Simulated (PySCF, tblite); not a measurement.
# C3H10FSi2 radical: geometry, infrared bands and EPR parameters

What infrared bands and EPR parameters should C3H10FSi2 radical (`C[SiH2]C[C](F)[SiH3]`) show?

Programs: tblite 0.8.0 and PySCF 2.14.0, with density-fitted response routines of our own. Each step states its level of theory. These are calculated values for one molecule in the gas phase, unless marked as measured. Atoms are numbered from 0 throughout.

## (1) Starting geometry

16 atoms, charge 0, multiplicity 2; geometry from: force field or distance geometry start.

Bonds of the start (Å): C0–Si1 1.87, Si1–C2 1.86, C2–C3 1.50, C3–F4 1.39, C3–Si5 1.86, C0–H6 1.11, C0–H7 1.10, C0–H8 1.12, Si1–H9 1.45, Si1–H10 1.47, C2–H11 1.09, C2–H12 1.12, Si5–H13 1.47, Si5–H14 1.49, Si5–H15 1.48.

## (2) Geometry optimisation with GFN2-xTB

The job: settings as JSON, then the geometry in Å.

```
{"job": {"kind": "relax", "xc": "GFN2-xTB", "basis": "xTB"}, "charge": 0, "multiplicity": 2}
C     -2.503700     0.302700     0.767300
Si    -1.308700    -1.096000     0.426800
C      0.209000    -0.283700    -0.282000
C      1.152500     0.073500     0.833000
F      1.505500    -1.094800     1.493500
Si     2.607700     0.904200     0.025100
H     -3.542200    -0.005500     0.507500
H     -2.439300     0.584000     1.826500
H     -2.209200     1.183100     0.134600
H     -1.913200    -1.952700    -0.572500
H     -1.005000    -1.782600     1.686100
H      0.735300    -0.911300    -1.007600
H     -0.103000     0.676100    -0.756500
H      3.412500    -0.131500    -0.636600
H      2.005400     1.865800    -0.937300
H      3.388800     1.677500     1.015700
```

On the command line:

```console
$ OMP_NUM_THREADS=1 python probes_run.py task.json out
```

This one command runs all jobs of the session in turn.

**Question.** This job is followed by: GFN2-xTB harmonic vibrations, gas phase; UKS B3LYP, pcH-1 on C F H Si, non-relativistic, mean-field spin-orbit, GIAO. Predict these results of the whole session: strongest single infrared mode (GFN2-xTB); zero-point energy (GFN2-xTB); g(iso) (B3LYP); ⟨S²⟩; largest a(iso) (averaged by class); potential on the surface of density 0.002 e/bohr³, 1st and 99th percentile.

As calculated:

```
                                                                  quantity                  value
                                 strongest single infrared mode (GFN2-xTB)  2217 cm⁻¹, 384 km/mol
                                              zero-point energy (GFN2-xTB)          69.3 kcal/mol
                                                            g(iso) (B3LYP)                2.00390
                                                                      ⟨S²⟩     0.754 (exact 0.75)
                                        largest a(iso) (averaged by class)   19F on F4, 126.9 MHz
potential on the surface of density 0.002 e/bohr³, 1st and 99th percentile     -0.85 V and 1.08 V
```

In words: The optimisation took 143 steps and gained 0.844 eV; among the close pairs (by a distance rule), Si1–C2 changed most, from 1.862 to 1.941 Å. All 42 modes are real, so the xTB geometry is a minimum. The strongest single mode, at 2217 cm⁻¹, moves mainly H9. Unscaled tight-binding wavenumbers are off by several per cent, some by more. Its intensities can rank the bands wrongly. C3 carries the largest spin population, 0.84 e. The isotropic g lies 1.6 ppt above the free-electron value. These values are for one conformer; the search (at its own cheap level) found 2 more, at 0.42, 0.48 kcal/mol, and measured spectra average over such forms.
